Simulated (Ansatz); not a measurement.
Predict the output of the script below (Ansatz's Python interface).

`ecut_hfn.py`:
```python
"""Convergence of HfN with the plane-wave cutoff."""

from dataclasses import dataclass

import ansatz as az
from ase import Atoms


@dataclass(frozen=True)
class RunConfig:
    occupations: str = "Fermi-Dirac"
    sigma: float = 0.1
    tolerance: float = 1e-10
    xc: str = "PBEsol"


opts = RunConfig()

atoms = Atoms(
    ["Hf", "N"],
    scaled_positions=[
        (0.0, 0.0, 0.0),
        (0.75, 0.75, 0.75),
    ],
    cell=[
        (0.0, 2.454822, 2.454822),
        (2.454822, 0.0, 2.454822),
        (2.454822, 2.454822, 0.0),
    ],
    pbc=True,
)
crystal = az.Crystal.from_ase(atoms)

model = (
    crystal.calculation()
    .occupations(opts.occupations, width=opts.sigma)
    .scf(tolerance=opts.tolerance)
    .kpoints(12)
    .functional(opts.xc)
)

rows = []
for value in [250, 300, 350, 400]:
    r = model.basis(value).run(threads=1).report
    rows.append((value, r["free_energy_ev"] / len(r["lattice"]["sites"]), r["n_iterations"], r["n_pw"]))

print(" cutoff (eV)   F/atom (eV)    iterations   plane waves")
for row in rows:
    print(f"{str(row[0]):>12s}  {row[1]:12.5f}  {row[2]:12d}  {row[3]:12d}")

# differences from the last row
for row in rows[:-1]:
    shift = 1000 * (row[1] - rows[-1][1])
    print(f"{row[0]}: {shift:+.2f} meV/atom" + ("  (within 2 meV)" if abs(shift) < 2 else ""))
```

```console
$ python ecut_hfn.py
DeckWarning: basis.ecutwfc = 250 eV is below the records' recommended 420 eV, and the density's cutoff is lower with it unless basis.ecutrho_ratio is high enough to keep the records' density cutoff: compare with a run at a higher cutoff
DeckWarning: basis.ecutwfc = 300 eV is below the records' recommended 420 eV, and the density's cutoff is lower with it unless basis.ecutrho_ratio is high enough to keep the records' density cutoff: compare with a run at a higher cutoff
DeckWarning: basis.ecutwfc = 350 eV is below the records' recommended 420 eV, and the density's cutoff is lower with it unless basis.ecutrho_ratio is high enough to keep the records' density cutoff: compare with a run at a higher cutoff
DeckWarning: basis.ecutwfc = 400 eV is below the records' recommended 420 eV, and the density's cutoff is lower with it unless basis.ecutrho_ratio is high enough to keep the records' density cutoff: compare with a run at a higher cutoff
 cutoff (eV)   F/atom (eV)    iterations   plane waves
         250   -7988.80140            10           283
         300   -7989.60408            10           339
         350   -7989.75142            10           459
         400   -7989.78008            10           537
250: +978.68 meV/atom
300: +176.00 meV/atom
350: +28.67 meV/atom
```
(Warnings from the package without file and line.)

Spin is left out of this run. Spin-orbit coupling, which matters for elements this heavy, is left out. This cell is a computed structure, which may not be the phase found in nature. Shifts are counted from the last row, which is itself no proven limit. The whole script took 14 s on 1 thread of Intel(R) Xeon(R) Processor @ 2.30GHz, on a shared host, peak memory 0.52 GiB.
